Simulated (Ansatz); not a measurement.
# CaPd: how the settings move a relaxation

How sensitive is a relaxation of CaPd to its settings? A reference run comes first, then one run with altered input.

Computed with Ansatz 0.2.0 (reference: DFT, r2SCAN, PAW with Ansatz's default frozen-core files, scalar-relativistic; relaxation of cell and atoms, unless a step's input says otherwise).

## Step 1: The starting structure

It takes space group Pm-3m (No. 221, cubic). The conventional cell has a = 3.506 Å, b = 3.506 Å, c = 3.506 Å, α = 90.00°, β = 90.00°, γ = 90.00°. Ca (site symmetry m-3m) is surrounded by 8 Pd at 3.04 Å. Pd (site symmetry m-3m) has 8 Ca at 3.04 Å as nearest neighbours.

As a file:

```cif
data_structure
_symmetry_space_group_name_H-M 'P 1'
_symmetry_Int_Tables_number 1
_cell_length_a 3.5057
_cell_length_b 3.5057
_cell_length_c 3.5057
_cell_angle_alpha 90.000
_cell_angle_beta 90.000
_cell_angle_gamma 90.000
_cell_volume 43.08
loop_
_atom_site_label
_atom_site_type_symbol
_atom_site_fract_x
_atom_site_fract_y
_atom_site_fract_z
_atom_site_occupancy
Ca1 Ca 0.00000 0.00000 0.00000 1
Pd1 Pd 0.50000 0.50000 0.50000 1
```

## Step 2: Baseline

Input file input.yaml:

```yaml
crystal:
  lattice:
    - [3.50568548, 0.0, 0.0]
    - [0.0, 3.50568548, 0.0]
    - [0.0, 0.0, 3.50568548]
  atoms:
    - { symbol: Ca, position: [0.0, 0.0, 0.0] }
    - { symbol: Pd, position: [0.5, 0.5, 0.5] }
kpoints:
  mp_grid: { grid: [12, 12, 12] }
scf:
  occupations: { method: fermi_dirac, width: 0.08 }
hamiltonian:
  xc: r2scan
  pseudopotentials: { kind: paw }
relax:
  f_tol: 0.002
  max_steps: 80
  cell: {}
output:
  forces: true
  stress: true
```

Run with:

```
> ansatz run input.yaml --threads 1 --pin off --max-ram 2560MiB --backend cpu --events-out ev --progress --plain --runs-dir out
```

## Step 3: Variant: mixing.algorithm msr1, mixing.beta 0.7, mixing.ndim 16

Edit input.yaml of step 2 so:

```diff
@@ -12,2 +12,3 @@
   occupations: { method: fermi_dirac, width: 0.08 }
+  mixing: { algorithm: msr1, beta: 0.7, ndim: 16 }
 hamiltonian:
@@ -22 +23,5 @@
   stress: true
+  write_density: true
+  write_potential: true
+  elf: true
+  volumetric_format: npy
```

**Question.** What will these runs give? Wanted: for each run, ending; energy change; pressure; gap; force.

**Answer**, as computed:

| run | ending | energy change | pressure (GPa) | gap (eV) | force (eV/Å) | cycles | time |
| --- | --- | --- | --- | --- | --- | --- | --- |
| reference | converged | 0 | 0.0 | 0.00 | 0.00 | 19 | 14 s |
| 1: mixing.algorithm msr1, mixing.beta 0.7, mixing.ndim 16 | converged | 0.0 meV/atom | 0.0 | 0.00 | 0.00 | 19 | 16 s |

Times don't compare one to one where runs were asked for different outputs or read a saved state (see the inputs); cycles may leave out searches for a lower state.

Energy and cycle count are those of the reference, so the change (mixing) left the result and the number of cycles as they were.
